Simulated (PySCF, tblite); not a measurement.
# C₆H₁₅PSi: infrared bands and NMR shifts

Wanted: the infrared bands and NMR shifts of C₆H₁₅PSi (`C=C(C)P(CC)C[SiH3]`), by calculation.

The runs use tblite 0.8.0 and PySCF 2.14.0, with density-fitted response routines of our own; the level of theory stands in each step. All values are computed, except where a source is named. Atoms are numbered from 0 throughout.

## Step 1: Starting geometry

23 atoms, charge 0, multiplicity 1; geometry from: GFN2-xTB.

Bonds of the start (Å): C0–C1 1.33, C1–C2 1.50, C1–P3 1.85, P3–C4 1.87, C4–C5 1.52, P3–C6 1.85, C6–Si7 1.90, C0–H8 1.08, C0–H9 1.08, C2–H10 1.09, C2–H11 1.09, C2–H12 1.09, C4–H13 1.09, C4–H14 1.09, C5–H15 1.09, C5–H16 1.09, C5–H17 1.09, C6–H18 1.09, C6–H19 1.09, Si7–H20 1.46, Si7–H21 1.47, Si7–H22 1.47.

## Step 2: Harmonic vibrations with GFN2-xTB

The job: settings as JSON, then the geometry in Å.

```
{"job": {"kind": "ir", "xc": "GFN2-xTB", "basis": "xTB"}, "charge": 0, "multiplicity": 1}
C     -2.350895    -0.668164     1.286696
C     -1.472031    -0.587910     0.295681
C     -1.872479    -0.710832    -1.141847
P      0.290023    -0.324225     0.781185
C      0.490963     1.418623     0.142609
C     -0.338641     2.404660     0.952252
C      1.160255    -1.210892    -0.595698
Si     3.047828    -1.175157    -0.353780
H     -3.407751    -0.806259     1.113631
H     -2.038019    -0.595543     2.315698
H     -1.464347     0.106125    -1.736048
H     -2.957077    -0.697910    -1.234112
H     -1.504007    -1.647701    -1.559578
H      0.219995     1.464798    -0.916407
H      1.552591     1.664399     0.231147
H     -1.397376     2.159765     0.883173
H     -0.193588     3.420692     0.587713
H     -0.050662     2.369816     2.001178
H      0.876626    -0.794341    -1.563472
H      0.820324    -2.248464    -0.560860
H      3.376585    -1.722236     0.960800
H      3.651500    -1.986973    -1.414966
H      3.555431     0.194713    -0.464916
```

**Question.** This job is followed by: GIAO PBE0/pcSseg-1 NMR shielding, non-relativistic, gas phase. Predict these results of the whole session: strongest single infrared mode (GFN2-xTB); zero-point energy (GFN2-xTB); ¹³C shifts against TMS (PBE0/pcSseg-1); ¹H shifts against TMS (PBE0/pcSseg-1, means over atoms taken as alike); ³¹P shifts against H3PO4 (PBE0/pcSseg-1); ²⁹Si shifts against TMS (PBE0/pcSseg-1).

The runs gave:

| quantity | value |
| --- | --- |
| strongest single infrared mode (GFN2-xTB) | 2242 cm⁻¹, 413 km/mol |
| zero-point energy (GFN2-xTB) | 116.5 kcal/mol |
| ¹³C shifts against TMS (PBE0/pcSseg-1) | 155.6, 135.7, 26.0, 19.9, 12.6, 8.7 ppm |
| ¹H shifts against TMS (PBE0/pcSseg-1, means over atoms taken as alike) | 5.99, 5.86, 3.96, 1.96, 1.41, 1.06, 0.76 ppm |
| ³¹P shifts against H3PO4 (PBE0/pcSseg-1) | -33.1 ppm |
| ²⁹Si shifts against TMS (PBE0/pcSseg-1) | -75.8 ppm |

**Reading.** No mode is imaginary among the 63: a minimum at this level. The strongest single mode, at 2242 cm⁻¹, moves mainly H21. Unscaled tight-binding wavenumbers are off by several per cent, some by more. Its intensities can rank the bands wrongly. The most deshielded carbon is C1 (fully substituted alkene carbon), at 155.6 ppm: the olefinic region. At PBE0/pcSseg-1: Shielding is most anisotropic at C1 (span 245 ppm, paramagnetic term -235 ppm).
